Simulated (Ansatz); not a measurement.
# CuCNH5 (quartet): geometry optimisation

Where does this start of CuCNH5 (quartet) end when it is relaxed?

Computed with Ansatz 0.2.0, Gaussian basis. Level: UKS PBE0/def2-SVP.

20 further runs of the same task are left out: 2 that didn't finish, 18 set aside as unsound or not needed.

**1. Where the work starts**

8 atoms, charge 0, spin multiplicity 4.

Atoms are counted from 1 here; the program's logs count them from 0.

Bond lengths: C1–Cu2 1.701 Å, C1–H4 1.075 Å, C1–H5 1.116 Å, C1–H6 1.163 Å, Cu2–N3 1.857 Å, Cu2–H4 1.836 Å, Cu2–H6 2.108 Å, Cu2–H7 2.064 Å, N3–H7 1.000 Å, N3–H8 1.104 Å. Angles: Cu2–C1–H4 79.4°, Cu2–C1–H5 156.8°, Cu2–C1–H6 92.9°, H4–C1–H5 105.4°, H4–C1–H6 106.8°, H5–C1–H6 106.9°, C1–Cu2–N3 93.9°, C1–Cu2–H4 35.1°, C1–Cu2–H6 33.4°, C1–Cu2–H7 114.1°, N3–Cu2–H4 117.5°, N3–Cu2–H6 108.6°, N3–Cu2–H7 29.0°, H4–Cu2–H6 53.7°, H4–Cu2–H7 122.9°, H6–Cu2–H7 136.5°, Cu2–N3–H7 87.0°, Cu2–N3–H8 98.1° and more.

Coordinates:

```xyz
8

C    -0.4706    0.9250   -0.7644
Cu   -1.0014   -0.2634    0.3303
N     0.7100   -0.9046    0.6620
H    -1.3121    0.5237   -1.2995
H     0.1846    1.3832   -1.5433
H    -0.8737    1.7952   -0.1068
H     0.3240   -1.8242    0.5860
H     0.7644   -0.6530    1.7353
```

The start is a generated structure. Sticks and bond lists go by distance. 

**2. The run**

The input, in.yaml:

```yaml
crystal:
  periodic: [false, false, false]
  atoms:
    - {symbol: C, position_ang: [-0.470600, 0.925000, -0.764400]}
    - {symbol: Cu, position_ang: [-1.001400, -0.263400, 0.330300]}
    - {symbol: N, position_ang: [0.710000, -0.904600, 0.662000]}
    - {symbol: H, position_ang: [-1.312100, 0.523700, -1.299500]}
    - {symbol: H, position_ang: [0.184600, 1.383200, -1.543300]}
    - {symbol: H, position_ang: [-0.873700, 1.795200, -0.106800]}
    - {symbol: H, position_ang: [0.324000, -1.824200, 0.586000]}
    - {symbol: H, position_ang: [0.764400, -0.653000, 1.735300]}
basis:
  gaussian: {orbitals: def2-SVP}
magnetization: {spin_polarized: true, initial_magnetization: 3}
hamiltonian: {xc: pbe0}
relax: {f_tol: 0.01, max_steps: 150}
```

Launch:

```sh
ansatz run in.yaml --threads 1 --pin off --events-out ev --progress --plain --max-ram 24576MiB --backend cuda --devices 0, --max-vram 18GiB
```

Q: Predict the outcome of this session. Wanted: energy gained; shift from the start; total energy; dipole moment; ⟨S²⟩.

**Answer**, as computed:

| quantity | value |
| --- | --- |
| steps | 28 |
| energy gained | 2.708 eV |
| shift from the start (rms) | 0.657 Å |
| total energy | -47226.8813 eV |
| dipole moment | 4.08 D |
| ⟨S²⟩ | 3.760 |

What this shows: By distance, Cu2–H4, Cu2–H6, Cu2–H7 opened. Cu2–H4 went from 1.836 to 2.518 Å. No vibrations were run, so this is a stationary point, not a proven minimum, and this spin need not be the ground state's.
